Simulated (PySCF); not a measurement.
**[Er(H2O)]3+: other functionals and bases at one geometry**

Aim: see how levels, charges and forces of [Er(H2O)]3+ depend on the level of theory. The species was built from a template and needn't be a known compound.

The runs use PySCF 2.14.0; several levels, as the steps say, no spin–orbit coupling.

3 further runs of the same task are left out: 2 for a known fault of the program, 1 that didn't finish.

## Step 1: Where the work starts

4 atoms, charge 3, spin multiplicity 1.

Bond lengths: Er1–O2 2.150 Å, O2–H3 1.017 Å, O2–H4 1.017 Å. Angles: Er1–O2–H3 129.0°, Er1–O2–H4 129.0°, H3–O2–H4 102.1°.

Coordinates:

| atom | x (Å) | y (Å) | z (Å) |
| --- | --- | --- | --- |
| Er1 | 0.0000 | 0.0000 | -0.0641 |
| O2 | 0.0000 | 0.0000 | 2.0860 |
| H3 | 0.7908 | 0.0000 | 2.7255 |
| H4 | -0.7908 | 0.0000 | 2.7255 |

Formal oxidation states: Er +3. Each metal's 11 4f electrons lie in its core potential, so multiplicities, spins and levels count the valence alone. An earlier session relaxed this geometry at PBE, Er lcecp-1-SVP with ECP57, O def2-SVP, H def2-SVP (singlet, point group C2v).

At PBE on the finer grid: E = -113.166896 Eh, HOMO -26.74 eV, LUMO -21.86 eV, Mulliken charge on Er1 +2.48 e, largest force component 0.001 eV/Å. 

Levels to run: revPBE; BP86; wB97X; r2SCAN; PBE, TZVP. Hardware: 2 threads of Arm Neoverse V1, shared host.

## Step 2: revPBE

The input, run.py (the lines that set the calculation):

```python
mol = gto.M(atom='''
Er     0.00000     0.00000    -0.06407
O      0.00000     0.00000     2.08599
H      0.79084     0.00000     2.72546
H     -0.79084     0.00000     2.72546''',
    basis={'Er': 'lcecp-1-SVP', 'O': 'def2-SVP', 'H': 'def2-SVP'},
    ecp={'Er': 'lcecp-1-SVP'},
    charge=3, spin=0)
mf = dft.RKS(mol, xc='PBE_R,PBE')
mf.grids.atom_grid = (75, 302)  # f atoms: unpruned, at least (60, 302)
mf = mf.density_fit()  # fitting sets: Er AutoAux, O def2-universal-JKFIT, H def2-universal-JKFIT
mf.conv_tol = 1e-08; mf.max_cycle = 55
mf.kernel(dm0)  # dm0: the density of the relaxed state
```

On the command line:

```
OMP_NUM_THREADS=2 python run.py
```

## Step 3: BP86

Changes to run.py (the lines that set the calculation) since step 2:

```diff
@@ -8,3 +8,3 @@
     charge=3, spin=0)
-mf = dft.RKS(mol, xc='PBE_R,PBE')
+mf = dft.RKS(mol, xc='B88,P86')
 mf.grids.atom_grid = (75, 302)  # f atoms: unpruned, at least (60, 302)
```

## Step 4: wB97X

Changes to run.py (the lines that set the calculation) since step 3:

```diff
@@ -8,3 +8,3 @@
     charge=3, spin=0)
-mf = dft.RKS(mol, xc='B88,P86')
+mf = dft.RKS(mol, xc='WB97X')
 mf.grids.atom_grid = (75, 302)  # f atoms: unpruned, at least (60, 302)
```

## Step 5: r2SCAN

Changes to run.py (the lines that set the calculation) since step 4:

```diff
@@ -8,3 +8,3 @@
     charge=3, spin=0)
-mf = dft.RKS(mol, xc='WB97X')
+mf = dft.RKS(mol, xc='R2SCAN')
 mf.grids.atom_grid = (75, 302)  # f atoms: unpruned, at least (60, 302)
```

## Step 6: PBE, TZVP

Basis: Er lcecp-1-TZVP with ECP57, O def2-TZVP, H def2-TZVP. 

The input, run.py (the lines that set the calculation):

```python
mol = gto.M(atom='''
Er     0.00000     0.00000    -0.06407
O      0.00000     0.00000     2.08599
H      0.79084     0.00000     2.72546
H     -0.79084     0.00000     2.72546''',
    basis={'Er': 'lcecp-1-TZVP', 'O': 'def2-TZVP', 'H': 'def2-TZVP'},
    ecp={'Er': 'lcecp-1-TZVP'},
    charge=3, spin=0)
mf = dft.RKS(mol, xc='PBE')
mf.grids.atom_grid = (75, 302)  # f atoms: unpruned, at least (60, 302)
mf = mf.density_fit()  # fitting sets: Er AutoAux, O def2-universal-JKFIT, H def2-universal-JKFIT
mf.conv_tol = 1e-08; mf.max_cycle = 55
mf.kernel(dm0)  # dm0: free metal ions and neutral atoms
```

What does the calculation give? Wanted: for each run, HOMO; gap; charge on Er1; dipole; largest force.

The runs gave:

| level | state | HOMO (eV) | gap (eV) | charge on Er1 (e) | dipole (D) | largest force (eV/Å) | basis functions | time |
| --- | --- | --- | --- | --- | --- | --- | --- | --- |
| PBE (relaxed here) | singlet | -26.74 | 4.88 | 2.48 | 3.83 | 0.00 | 57 | 2.5 s |
| revPBE | singlet | -26.68 | 4.85 | 2.48 | 3.78 | 0.21 | 57 | 1.5 s |
| BP86 | singlet | -26.83 | 5.07 | 2.48 | 3.79 | 0.04 | 57 | 1.5 s |
| wB97X | singlet | -30.77 | 12.74 | 2.56 | 3.19 | 0.72 | 57 | 1.7 s |
| r2SCAN | singlet | -26.96 | 5.92 | 2.54 | 3.50 | 0.44 | 57 | 2 s |
| PBE, TZVP | singlet | -26.73 | 4.84 | 2.58 | 3.85 | 0.26 | 90 | 4.6 s |

Times are on 2 threads of Arm Neoverse V1, shared host; the first row also made further properties. The dipole of a charged species depends on the origin, so these sizes hold for this origin alone.

In one basis the HOMO–LUMO gap runs from 4.85 eV (revPBE) to 12.74 eV (wB97X). The largest leftover force, 0.72 eV/Å with wB97X, stands at a geometry relaxed at another level. The Mulliken charge on Er spans +2.48 to +2.58 e over the levels. With 4f in the core, its levels are missing from HOMO and gap. Total energies of different levels can't be compared. Spin–orbit coupling is left out throughout.
